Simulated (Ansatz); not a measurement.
# TiW2C3: the cost of one run

Method: DFT PBE, scalar-relativistic, plane waves, PAW, in Ansatz 0.2.0.

**1. The structure to begin with**

Symmetry: P-3m1, No. 164, trigonal system. Conventional cell: a = 3.453 Å, b = 3.453 Å, c = 8.459 Å, α = 90.00°, β = 90.00°, γ = 120.00°. Ti (site symmetry -3m) is surrounded by 6 C at 2.44 Å. W (site symmetry 3m) has 6 C at 2.44 Å as nearest neighbours. C (site symmetry 3m) is surrounded by 3 W at 2.44 Å and 3 Ti at 2.44 Å. Around C (site symmetry -3m) lie 6 W at 2.44 Å.

Structure file:

```
Ti W C
1.0
     3.45337    0.00000    0.00000
    -1.72668    2.99070    0.00000
     0.00000    0.00000    8.45899
Ti W C
1 2 3
Direct
  0.00000 0.00000 0.50000
  0.66667 0.33333 0.83333
  0.33333 0.66667 0.16667
  0.33333 0.66667 0.66667
  0.66667 0.33333 0.33333
  0.00000 0.00000 0.00000
```

The start is an ordering of an alloy on its end members' structure types: elements ordered on the sites of the TiC type, W/Ti on Ti (P-3m1, No. 164).

**2. A first look at the guess**

File input.yaml:

```yaml
crystal:
  lattice:
    - [3.45336733, 0.0, 0.0]
    - [-1.72668367, 2.99070384, 0.0]
    - [0.0, 0.0, 8.45898786]
  atoms:
    - { symbol: Ti, position: [0.0, 0.0, 0.5] }
    - { symbol: W, position: [0.66666667, 0.33333333, 0.83333333] }
    - { symbol: W, position: [0.33333333, 0.66666667, 0.16666667] }
    - { symbol: C, position: [0.33333333, 0.66666667, 0.66666667] }
    - { symbol: C, position: [0.66666667, 0.33333333, 0.33333333] }
    - { symbol: C, position: [0.0, 0.0, 0.0] }
basis:
  ecutwfc: 420
kpoints:
  mp_grid: { grid: [6, 6, 2] }
hamiltonian:
  xc: pbe
scf:
  occupations: { method: gaussian, width: 0.1 }
  lower_state_search: "off"
output:
  forces: true
  stress: true
  eigenvalues: true
```

On the command line:

```console
$ ansatz run input.yaml --threads 1 --pin off --max-ram 2560MiB --backend cpu --events-out ev --progress --plain --runs-dir out
```

Q: Estimate wall time and peak memory on 1 thread of Intel Xeon at 2.50GHz (Skylake/Cascade Lake), shared host.

About 5.6 s, with a peak of 0.39 GiB.
